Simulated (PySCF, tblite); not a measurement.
# Si₂H₅O₄ radical, a small gas-phase stand-in for a defect centre (Si site with back bonds O[SiH3], O, O): EPR parameters

Wanted: the EPR parameters for `[O][Si](O)(O)O[SiH3]`. It is drawn as: oxygen hole.

Computed with tblite 0.8.0 and PySCF 2.14.0; each step states its level. No surroundings beyond the atoms listed, unless a continuum is named. Atoms count from 0, parts from 1.

### Step 1. The system as given

11 atoms, charge 0, multiplicity 2; geometry: distance geometry start.

### Step 2. Geometry optimisation with GFN2-xTB

The job: settings as JSON, then the geometry in Å.

```
{"job": {"kind": "relax", "xc": "GFN2-xTB", "basis": "xTB"}, "charge": 0, "multiplicity": 2}
Si     0.438382     1.455350     0.365416
O      0.851266     0.214497     1.565204
Si     2.262856    -0.822756     1.528828
O      1.272403     2.966927     0.777912
O      0.986666     0.903427    -1.262094
O     -1.310023     1.695615     0.321114
H      2.407459    -1.370586     0.175086
H      2.097314    -1.913304     2.425141
H      3.411480    -0.092623     1.869312
H      1.330658     3.323031     1.692459
H      0.936789     0.015313    -1.585269
```

Level: GFN2-xTB geometry optimisation, gas phase.

On the command line:

```sh
OMP_NUM_THREADS=1 python cluster_run.py task.json out
```

This one command runs all jobs of the session in turn.

**Question.** The jobs that follow are: PBE0-D3(BJ)/def2-SVP geometry optimisation, gas phase; UKS B3LYP, IGLO-III on O Si, pcH-1 on H, non-relativistic, mean-field spin-orbit, GIAO; UKS BHandHLYP, IGLO-III on O Si, pcH-1 on H, non-relativistic, mean-field spin-orbit, GIAO. Predict: point group; rotational constants (main isotopes); g(iso) (B3LYP); ⟨S²⟩; largest a(iso).

As calculated:

| quantity | value |
| --- | --- |
| point group | C1 |
| rotational constants (main isotopes) | 3.96, 1.38, 1.38 GHz |
| g(iso) (B3LYP) | 2.01884 |
| ⟨S²⟩ | 0.753 (exact 0.75) |
| largest a(iso) | 29Si on Si0, 41.9 MHz |

What this shows: The start of the PBE0/def2-SVP relaxation was shaken at random by about 0.01 Å, so part of the energy gained, and of the first lengths quoted, undoes that. Relaxing lowered the energy by 0.690 eV in 9 steps; the close pair that moved most is Si0–O5, from 1.562 to 1.675 Å (PBE0/def2-SVP). Most of the unpaired spin sits on O5 (0.95 e). The isotropic g lies 16.5 ppt above the free-electron value. These values are not to be trusted: the run shows nearly degenerate orbitals, where second-order g theory doesn't apply. A capped cluster stands for the solid here, so long-range fields and strain are missing, and bands or shifts of the capping hydrogens have no counterpart in it.
